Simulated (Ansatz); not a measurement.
# Al3Pd (Pm-3m) in Ansatz: notebook

The runs below take Al3Pd through relaxation of cell and atoms, with PBEsol.

Program: Ansatz 0.2.0. These are calculated values, not measurements. Logs are shortened: lines on timing, memory, paths and dates and some standing lists are left out, and cuts for length are marked.

### 1 The crystal as given

It takes space group Pm-3m (No. 221, cubic). The conventional cell has a = 3.947 Å, b = 3.947 Å, c = 3.947 Å, α = 90.00°, β = 90.00°, γ = 90.00°. Pd (site symmetry m-3m) is surrounded by 12 Al at 2.79 Å. Around Al (site symmetry 4/mmm) lie 4 Pd at 2.79 Å and 8 Al at 2.79 Å.

The cell comes from a database or a generator and needn't be the stable form of this composition.

### 2 Relaxation of cell and atoms, PBEsol

input.yaml reads:

```yaml
crystal:
  lattice:
    - [3.94691, 0.0, 0.0]
    - [0.0, 3.94691, 0.0]
    - [0.0, 0.0, 3.94691]
  atoms:
    - { symbol: Pd, position: [0.0, 0.0, 0.0] }
    - { symbol: Al, position: [0.5, 0.5, 0.0] }
    - { symbol: Al, position: [0.5, 0.0, 0.5] }
    - { symbol: Al, position: [0.0, 0.5, 0.5] }
kpoints:
  mp_grid: { grid: [7, 7, 7] }
scf:
  occupations: { method: fermi_dirac, width: 0.05 }
hamiltonian:
  xc: pbesol
  pseudopotentials: { kind: all_electron, lapw: { basis_error: 0.002 } }
output:
  forces: true
  stress: true
relax:
  f_tol: 0.005
  max_steps: 60
  cell: {}
```

Potentials or basis: all-electron LAPW, scalar-relativistic.

Command:

```bash
$ ansatz run input.yaml --threads 2 --pin off --max-ram 8192MiB --backend cpu --events-out ev --progress --plain --runs-dir out
```

Output:

```text
Warning: RAYON_NUM_THREADS=2 ignored (pool sized by the plan → 2); use --threads N
The last accepted step is kept in <dir> (removed where the run ends without a failure and the disk answers)
LAPW: plane waves up to 7.272 Å⁻¹, error target 2.0e-3 eV per atom; small_component_spin mean_spin; Al in spheres of 1.201 Å, 11 of its electrons in bands, Dirac shells []; Pd in spheres of 1.506 Å, 18 of its electrons in bands, Dirac shells [] (how accurate: hamiltonian.pseudopotentials.lapw.basis_error, Limitations)
Engine: ansatz 0.2.0, aarch64-unknown-linux-gnu
Pseudopotentials: kind: all_electron
Pseudopotential: Pd, LAPW, valence charge 18, lapw/all_electron/scalar/gaussian/Pd, Koelling and Harmon's equation, gaussian nucleus
Pseudopotential: Al, LAPW, valence charge 11, lapw/all_electron/scalar/gaussian/Al, Koelling and Harmon's equation, gaussian nucleus
Functional definition: PBEsol
  exchange = pbesol_x
  correlation = pbesol_c
Crystal: 4 atoms, lattice volume = 61.485 Å³
Basis set: ecut = 201.48583510813748 eV, 389 PW (Γ), exchange–correlation at level 2
Bands: 31, of which v1, the nominal top of the filled ones, is band 26 counted from 1 (25 counted from 0)
Symmetry: 48 space group operations
Space group: Pm-3m (ITA 221), of the structure as read, at distance tolerance 3.9e-5 Å
k-points: 20 of 343
Non-local potential: Pd, projectors of the file, none
Non-local potential: Al, projectors of the file, none
Initial density: superposition of atomic densities (chi_scale 0.1, normalization cell, long waves kept (reshape's long-wave potential 0.00 eV rms))
Initial wavefunctions: plane waves of lowest kinetic energy (no species holds an atomic orbital)
Functional: x = pbesol(κ = 0.804, μ = 0.12345679012345678), c = pbesol(β = 0.046)
iter 1 solved again at ethr=1.52e-2 eV; its pass at ethr=1.00e-1 eV (dr2=7.76e0 eV) is discarded
SCF iter   1: F=—  HF=-157030.129548 eV  |F-HF|=—  |Δ(HF+E_count)|=         —  Δρ=7.64e-2  dr2=7.77e0  ethr=1.52e-2  ⟨swp⟩=2.0  Hψ=4368  notcnv=0
preconditioner: auto → Resta (q_TF=auto, 2.645 Å⁻¹)  ε∞=9.7  [insulator: Δε(μ)=0.205 eV  Ē_g=6.984 eV  σ=0.050 eV  W_gap=0.76  n_scr=18 (ndim 8)  ℏωp=20.6 eV  f_vac=0.000  D(μ)=1.31/eV (n_scr^D=6)  ε∞_Penn≈9.7]
SCF iter   2: F=—  HF=-157035.714629 eV  |F-HF|=—  |Δ(HF+E_count)|=    5.59e0  Δρ=5.69e-2  dr2=4.35e0  ethr=1.52e-2  ⟨swp⟩=3.0  Hψ=1979  notcnv=0
SCF iter   3: F=—  HF=-157026.357122 eV  |F-HF|=—  |Δ(HF+E_count)|=    9.36e0  Δρ=2.30e-2  dr2=6.52e-1  ethr=8.53e-3  ⟨swp⟩=2.5  Hψ=1816  notcnv=0
iter 4 solved again at ethr=5.09e-5 eV; its pass at ethr=1.28e-3 eV (dr2=2.60e-2 eV) is discarded
SCF iter   4: F=—  HF=-157025.602680 eV  |F-HF|=—  |Δ(HF+E_count)|=   7.54e-1  Δρ=6.62e-3  dr2=2.60e-2  ethr=5.09e-5  ⟨swp⟩=2.0  Hψ=3156  notcnv=0
SCF iter   5: F=—  HF=-157025.592213 eV  |F-HF|=—  |Δ(HF+E_count)|=   1.05e-2  Δρ=1.98e-3  dr2=3.36e-3  ethr=5.09e-5  ⟨swp⟩=2.0  Hψ=1701  notcnv=0
SCF iter   6: F=—  HF=-157025.592141 eV  |F-HF|=—  |Δ(HF+E_count)|=   7.21e-5  Δρ=1.01e-3  dr2=1.28e-3  ethr=6.59e-6  ⟨swp⟩=2.0  Hψ=1701  notcnv=0
SCF iter   7: F=—  HF=-157025.591147 eV  |F-HF|=—  |Δ(HF+E_count)|=   9.94e-4  Δρ=1.42e-4  dr2=2.19e-5  ethr=2.51e-6  ⟨swp⟩=2.1  Hψ=1704  notcnv=0
SCF iter   8: F=—  HF=-157025.591136 eV  |F-HF|=—  |Δ(HF+E_count)|=   1.08e-5  Δρ=4.13e-5  dr2=1.22e-6  ethr=4.30e-8  ⟨swp⟩=2.2  Hψ=1709  notcnv=0
SCF iter   9: F=—  HF=-157025.591137 eV  |F-HF|=—  |Δ(HF+E_count)|=   7.97e-7  Δρ=3.97e-5  dr2=2.20e-6  ethr=2.39e-9  ⟨swp⟩=2.6  Hψ=1724  notcnv=0
SCF iter  10: F=—  HF=-157025.591136 eV  |F-HF|=—  |Δ(HF+E_count)|=   6.96e-7  Δρ=2.46e-5  dr2=8.69e-7  ethr=2.39e-9  ⟨swp⟩=2.0  Hψ=1701  notcnv=0
SCF iter  11: F=—  HF=-157025.591136 eV  |F-HF|=—  |Δ(HF+E_count)|=   5.23e-7  Δρ=4.17e-6  dr2=1.95e-8  ethr=1.70e-9  ⟨swp⟩=2.4  Hψ=1712  notcnv=0
SCF iter  12: F=-157025.591136 eV  HF=-157025.591136 eV  |F-HF|=1.14e-9  |Δ(HF+E_count)|=   1.94e-8  Δρ=6.00e-7  dr2=2.25e-10  ethr=3.83e-11  ⟨swp⟩=2.4  Hψ=1711  notcnv=0
SCF 1 converged in 12 iterations: F = -157025.591136 eV  dr2 = 2.25e-10
relax step   1: F+E_penalty+E_count = -157025.59113582 eV  Δ(F+E_penalty+E_count) = +0.000e0 eV  max|allowed force component| = 4.240e-30 eV/Å  Δτ_max = 0.0000 Å  P = -1.879 GPa  Ω = 61.485 Å³  (12 SCF iters, accepted)
Crystal: 4 atoms, lattice volume = 60.148 Å³
Basis set: ecut = 204.46122034866065 eV, 389 PW (Γ), exchange–correlation at level 2
Initial density: handed on by an earlier stage of this run
Initial wavefunctions: those handed on with the density
iter 1 solved again at ethr=3.96e-6 eV; its pass at ethr=1.00e-1 eV (dr2=2.02e-3 eV) is discarded
SCF iter   1: F=—  HF=-157025.597333 eV  |F-HF|=—  |Δ(HF+E_count)|=         —  Δρ=1.11e-3  dr2=1.97e-3  ethr=3.96e-6  ⟨swp⟩=3.2  Hψ=2991  notcnv=0
preconditioner: auto → Kerker (q_TF=auto, 2.654 Å⁻¹)  [metal: Δε(μ)=0.061 eV  Ē_g=7.835 eV  σ=0.050 eV  W_gap=0.29  n_scr=18 (ndim 8)  ℏωp=20.9 eV  f_vac=0.000  D(μ)=3.10/eV (n_scr^D=26)]
iter 2 solved again at ethr=7.28e-8 eV; its pass at ethr=3.86e-6 eV (dr2=3.71e-5 eV) is discarded
SCF iter   2: F=—  HF=-157025.596964 eV  |F-HF|=—  |Δ(HF+E_count)|=   3.69e-4  Δρ=2.29e-4  dr2=3.65e-5  ethr=7.28e-8  ⟨swp⟩=2.0  Hψ=2982  notcnv=0
SCF iter   3: F=—  HF=-157025.596693 eV  |F-HF|=—  |Δ(HF+E_count)|=   2.71e-4  Δρ=5.19e-4  dr2=4.72e-4  ethr=7.15e-8  ⟨swp⟩=3.0  Hψ=1879  notcnv=0
SCF iter   4: F=—  HF=-157025.596568 eV  |F-HF|=—  |Δ(HF+E_count)|=   1.25e-4  Δρ=2.19e-4  dr2=9.04e-5  ethr=7.15e-8  ⟨swp⟩=3.0  Hψ=1816  notcnv=0
SCF iter   5: F=—  HF=-157025.596545 eV  |F-HF|=—  |Δ(HF+E_count)|=   2.24e-5  Δρ=4.54e-5  dr2=3.63e-6  ethr=7.15e-8  ⟨swp⟩=2.9  Hψ=1743  notcnv=0
SCF iter   6: F=—  HF=-157025.596544 eV  |F-HF|=—  |Δ(HF+E_count)|=   1.07e-6  Δρ=1.39e-5  dr2=2.62e-7  ethr=7.12e-9  ⟨swp⟩=2.1  Hψ=1702  notcnv=0
SCF iter   7: F=-157025.596544 eV  HF=-157025.596544 eV  |F-HF|=6.31e-8  |Δ(HF+E_count)|=   3.69e-8  Δρ=5.25e-6  dr2=3.32e-8  ethr=5.14e-10  ⟨swp⟩=2.0  Hψ=1700  notcnv=0
SCF 2 converged in 7 iterations: F = -157025.596544 eV  dr2 = 3.32e-8
relax step   2: F+E_penalty+E_count = -157025.59654393 eV  Δ(F+E_penalty+E_count) = -5.408e-3 eV  max|allowed force component| = 1.050e-31 eV/Å  Δτ_max = 0.0000 Å  P = +0.634 GPa  Ω = 60.148 Å³  (7 SCF iters, accepted)
Crystal: 4 atoms, lattice volume = 60.480 Å³
Basis set: ecut = 203.71273199953592 eV, 389 PW (Γ), exchange–correlation at level 2
iter 1 solved again at ethr=2.81e-7 eV; its pass at ethr=1.00e-1 eV (dr2=1.43e-4 eV) is discarded
SCF iter   1: F=—  HF=-157025.597227 eV  |F-HF|=—  |Δ(HF+E_count)|=         —  Δρ=2.72e-4  dr2=1.20e-4  ethr=2.81e-7  ⟨swp⟩=4.1  Hψ=2996  notcnv=0
preconditioner: auto → Kerker (q_TF=auto, 2.652 Å⁻¹)  [metal: Δε(μ)=0.054 eV  Ē_g=7.821 eV  σ=0.050 eV  W_gap=0.26  n_scr=18 (ndim 8)  ℏωp=20.8 eV  f_vac=0.000  D(μ)=3.08/eV (n_scr^D=26)]
iter 2 solved again at ethr=5.07e-9 eV; its pass at ethr=2.36e-7 eV (dr2=2.58e-6 eV) is discarded
SCF iter   2: F=—  HF=-157025.597203 eV  |F-HF|=—  |Δ(HF+E_count)|=   2.37e-5  Δρ=5.60e-5  dr2=2.54e-6  ethr=5.07e-9  ⟨swp⟩=2.0  Hψ=2982  notcnv=0
SCF iter   3: F=—  HF=-157025.597188 eV  |F-HF|=—  |Δ(HF+E_count)|=   1.53e-5  Δρ=1.30e-4  dr2=2.99e-5  ethr=4.98e-9  ⟨swp⟩=3.0  Hψ=1877  notcnv=0
SCF iter   4: F=—  HF=-157025.597180 eV  |F-HF|=—  |Δ(HF+E_count)|=   7.86e-6  Δρ=5.61e-5  dr2=6.01e-6  ethr=4.98e-9  ⟨swp⟩=3.0  Hψ=1806  notcnv=0
SCF iter   5: F=—  HF=-157025.597179 eV  |F-HF|=—  |Δ(HF+E_count)|=   1.52e-6  Δρ=1.22e-5  dr2=2.73e-7  ethr=4.98e-9  ⟨swp⟩=2.8  Hψ=1741  notcnv=0
SCF iter   6: F=-157025.597179 eV  HF=-157025.597179 eV  |F-HF|=2.18e-8  |Δ(HF+E_count)|=   2.26e-8  Δρ=3.68e-6  dr2=1.92e-8  ethr=5.35e-10  ⟨swp⟩=2.1  Hψ=1703  notcnv=0
SCF 3 converged in 6 iterations: F = -157025.597179 eV  dr2 = 1.92e-8
relax step   3: F+E_penalty+E_count = -157025.59717862 eV  Δ(F+E_penalty+E_count) = -6.347e-4 eV  max|allowed force component| = 5.485e-31 eV/Å  Δτ_max = 0.0000 Å  P = -0.018 GPa  Ω = 60.480 Å³  (6 SCF iters, accepted)
iter 1 solved again at ethr=1.81e-11 eV; its pass at ethr=1.00e-1 eV (dr2=9.24e-9 eV) is discarded
SCF iter   1: F=—  HF=-157025.597179 eV  |F-HF|=—  |Δ(HF+E_count)|=         —  Δρ=2.45e-6  dr2=9.20e-9  ethr=1.81e-11  ⟨swp⟩=6.2  Hψ=3223  notcnv=0
preconditioner: auto → Kerker (q_TF=auto, 2.652 Å⁻¹)  [metal: Δε(μ)=0.055 eV  Ē_g=7.817 eV  σ=0.050 eV  W_gap=0.27  n_scr=18 (ndim 8)  ℏωp=20.8 eV  f_vac=0.000  D(μ)=3.08/eV (n_scr^D=26)]
iter 2 solved again at ethr=1.35e-12 eV; its pass at ethr=1.80e-11 eV (dr2=6.89e-10 eV) is discarded
SCF iter   2: F=-157025.597179 eV  HF=-157025.597179 eV  |F-HF|=1.92e-8  |Δ(HF+E_count)|=   1.03e-8  Δρ=1.13e-6  dr2=6.90e-10  ethr=1.35e-12  ⟨swp⟩=2.0  Hψ=3078  notcnv=0
SCF 4 converged in 2 iterations: F = -157025.597179 eV  dr2 = 6.90e-10
relax step   4: F+E_penalty+E_count = -157025.59717938 eV  Δ(F+E_penalty+E_count) = -7.531e-7 eV  max|allowed force component| = 2.352e-31 eV/Å  Δτ_max = 0.0000 Å  P = -0.018 GPa  Ω = 60.480 Å³  stress off target by 1.85e-2 GPa  SCF on the basis re-selected at this cell (its energy is not comparable with the rows above)  (2 SCF iters)
basis re-selected at this cell: Δ(F+E_penalty+E_count) = -7.531e-7 eV, ΔP = -0.001 GPa vs the last step (what re-selecting the basis moved, after the strain that the cell walked since its last selection, with what the two solves' SCF thresholds leave and, on support functions, any second-order correction that the steps lacked; it is no measure of the basis error at this ecutwfc). This SCF's stress stands 1.85e-2 GPa from its target on what of the cell is left free (relax.cell.stress_tol is 5.00e-2 GPa) and its largest allowed force component is 2.35e-31 eV/Å (relax.f_tol is 5.00e-3 eV/Å): within both
SCF converged after 2 iterations
Free energy (F): -157025.597179 eV
Harris-Foulkes:  -157025.597179 eV  (|F-HF|=1.92e-8)
Internal energy: -157025.573057 eV  (E = F + TS)
E sigma→0 (E₀):  -157025.585118 eV
Entropy (-TS):   -0.024122 eV (-6.031 meV/atom)
Fermi energy:    13.799360 eV
--- Per-component energies (eV) ---
  E_band       = -1645.124327
  E_kinetic    = 163036.895122
  E_xc         = -5338.685398
  E_electrostatic = -314723.782781  (all electrons and nuclei)
  E_smearing   = -0.024122  (= −TS)
  E_closure    = 0.000000  (closes the sum)
  E_atoms      = -157007.514349  (free atoms, spherical and without spin; not in F)
  Σ components = -157025.597179   (vs F -157025.597179, Δ=0.00e0)
  Basis errors (estimates in eV, not in F): energy 6.3e-4 per atom: plane waves 6.0e-4 (3.2e-4 summed), levels above the bands 2.0e-34, relativity 5.4e-9, radial functions 2.9e-5, core shells 5.3e-7; eigenvalues (radial functions only) 2.8e-6; not estimated: angular momenta, meshes, grids; target (lapw.basis_error) 2.0e-3; muffin-tin radii Al 1.195 Å, Pd 1.498 Å
--- Forces (eV/Å), atoms counted from 1 ---
  atom   1  Pd     0.00000000     0.00000000     0.00000000
  atom   2  Al     0.00000000    -0.00000000     0.00000000
  atom   3  Al     0.00000000    -0.00000000     0.00000000
  atom   4  Al    -0.00000000     0.00000000     0.00000000
  max |Σ_I F_I| component: 3.49e-31 eV/Å
--- Stress (GPa, compression-positive) ---
       -0.018454       0.000000       0.000000
        0.000000      -0.018454       0.000000
        0.000000       0.000000      -0.018454
  P = ⅓ Tr σ = -0.0185 GPa (-0.185 kbar)
--- Relaxed structure (3 steps of the walk, 3 accepted, 1 SCFs on fresh bases) ---
  F+E_penalty+E_count = -157025.59717938 eV   max|allowed force component| = 2.352e-31 eV/Å   (the final SCF, on the basis selected at the relaxed cell)
  cell:  # Å, volume = 60.4799 Å³
    - [3.9252777876588394, 2.246918268451775e-34, -1.2839532962581572e-34]
    - [2.246918268451775e-34, 3.9252777876588394, 7.222237291452134e-35]
    - [-6.419766481290786e-35, 7.222237291452134e-35, 3.925277787658839]
  atoms:
    - { symbol: Pd, position: [-2.16023480595945e-36, 3.9710198638849646e-36, 8.895084495107402e-37] }
    - { symbol: Al, position: [0.5, 0.5, -1.143653720798983e-36] }
    - { symbol: Al, position: [0.5, -6.035950193107556e-37, 0.5000000000000001] }
    - { symbol: Al, position: [-2.1602348059519354e-36, 0.5, 0.5000000000000001] }
```

It took 13 s on 2 threads of Arm Neoverse V2, shared host; peak memory 0.31 GiB.

What came out:

| Item | Value |
| --- | --- |
| Free energy | -157025.5972 eV |
| Relaxed volume | 15.12 Å³/atom |
| Relaxed cell | a = 3.925 Å, b = 3.925 Å, c = 3.925 Å, α = 90.00°, β = 90.00°, γ = 90.00° |
| Space group after relaxing (to 0.05 Å) | Pm-3m (No. 221) |
| Energy gained by relaxing | 1.5 meV/atom |
| Ionic steps | 4 |
| Pressure after relaxing | 0.0 GPa |

The path:
```csv
step,energy change (eV),largest force (eV/Å),volume (Å³)
1,0.0000,0.0000,61.49
2,-0.0054,0.0000,60.15
3,-0.0060,0.0000,60.48
4,-0.0060,0.0000,60.48
```

Final structure:
```xyz
4
Lattice="3.9253 0.0000 0.0000 0.0000 3.9253 0.0000 0.0000 0.0000 3.9253" Properties=species:S:1:pos:R:3 pbc="T T T"
Pd    0.0000    0.0000    0.0000
Al    1.9626    1.9626    0.0000
Al    1.9626    0.0000    1.9626
Al    0.0000    1.9626    1.9626
```

### 3 Relaxation of cell and atoms, PBEsol, target pressure 5 GPa, at which the enthalpy is minimised

input.yaml: that of step 2 with these lines changed.

```diff
@@ -23,2 +23,2 @@
   max_steps: 60
-  cell: {}
+  cell: { p_target: 5 }
```

Potentials or basis: all-electron LAPW, scalar-relativistic.

Command:

```bash
$ ansatz run input.yaml --threads 2 --pin off --max-ram 8192MiB --backend cpu --events-out ev --progress --plain --runs-dir out
```

It took 15 s on 2 threads of Arm Neoverse V2, shared host; peak memory 0.31 GiB.

It converged, with:

```yaml
Free_energy: -157025.5625 eV
Relaxed_volume: 14.54 Å³/atom
Relaxed_cell: a = 3.874 Å, b = 3.874 Å, c = 3.874 Å, α = 90.00°, β = 90.00°, γ = 90.00°
Space_group_after_relaxing_to_0.05_Å: Pm-3m (No. 221)
Energy_change_on_relaxing_the_enthalpy_is_what_falls: +7.2 meV/atom
Ionic_steps: 5
Pressure_after_relaxing: 5.0 GPa
```

Step by step:
| step | energy change (eV) | largest force (eV/Å) | volume (Å³) |
| --- | --- | --- | --- |
| 1 | 0.0000 | 0.0000 | 61.49 |
| 2 | 0.0915 | 0.0000 | 56.68 |
| 3 | 0.0247 | 0.0000 | 58.29 |
| 4 | 0.0287 | 0.0000 | 58.16 |
| 5 | 0.0287 | 0.0000 | 58.16 |

Final structure:
```
Pd Al
1.0
     3.87442    0.00000    0.00000
     0.00000    3.87442    0.00000
     0.00000    0.00000    3.87442
Pd Al
1 3
Cartesian
  0.0000 0.0000 0.0000
  1.9372 1.9372 0.0000
  1.9372 0.0000 1.9372
  0.0000 1.9372 1.9372
```

### 4 Relaxation of cell and atoms, PBEsol, target pressure 10 GPa, at which the enthalpy is minimised

input.yaml: that of step 3 with these lines changed.

```diff
@@ -23,2 +23,2 @@
   max_steps: 60
-  cell: { p_target: 5 }
+  cell: { p_target: 10 }
```

Command:

```bash
$ ansatz run input.yaml --threads 2 --pin off --max-ram 8192MiB --backend cpu --events-out ev --progress --plain --runs-dir out
```

It took 16 s on 2 threads of Arm Neoverse V2, shared host; peak memory 0.3 GiB.

Results (log left out):

```yaml
Free_energy: -157025.4741 eV
Relaxed_volume: 14.06 Å³/atom
Relaxed_cell: a = 3.832 Å, b = 3.832 Å, c = 3.832 Å, α = 90.00°, β = 90.00°, γ = 90.00°
Space_group_after_relaxing_to_0.05_Å: Pm-3m (No. 221)
Energy_change_on_relaxing_the_enthalpy_is_what_falls: +29.3 meV/atom
Ionic_steps: 5
Pressure_after_relaxing: 10.0 GPa
```

The path:
```
step  energy change (eV)  largest force (eV/Å)  volume (Å³)
   1              0.0000                0.0000        61.49
   2              0.3774                0.0000        53.36
   3              0.0940                0.0000        56.64
   4              0.1170                0.0000        56.25
   5              0.1170                0.0000        56.25
```

Final structure:
```
Pd Al
1.0
     3.83151    0.00000    0.00000
     0.00000    3.83151    0.00000
     0.00000    0.00000    3.83151
Pd Al
1 3
Direct
  0.00000 0.00000 0.00000
  0.50000 0.50000 0.00000
  0.50000 0.00000 0.50000
  0.00000 0.50000 0.50000
```

### 5 Overview

| cell | pressure (GPa) |
| --- | --- |
| relaxed | 0.0 |
| relaxed to 5 GPa | 5.0 |
| relaxed to 10 GPa | 10.0 |

Alike in all rows: task relaxation of cell and atoms; level PBEsol; potentials or basis all-electron LAPW, scalar-relativistic; no spin polarisation; k mesh 7 × 7 × 7; smearing fermi-dirac 0.05 eV; basis error allowed 0.002 eV/atom.

Compare energies only between runs with the same functional and basis.
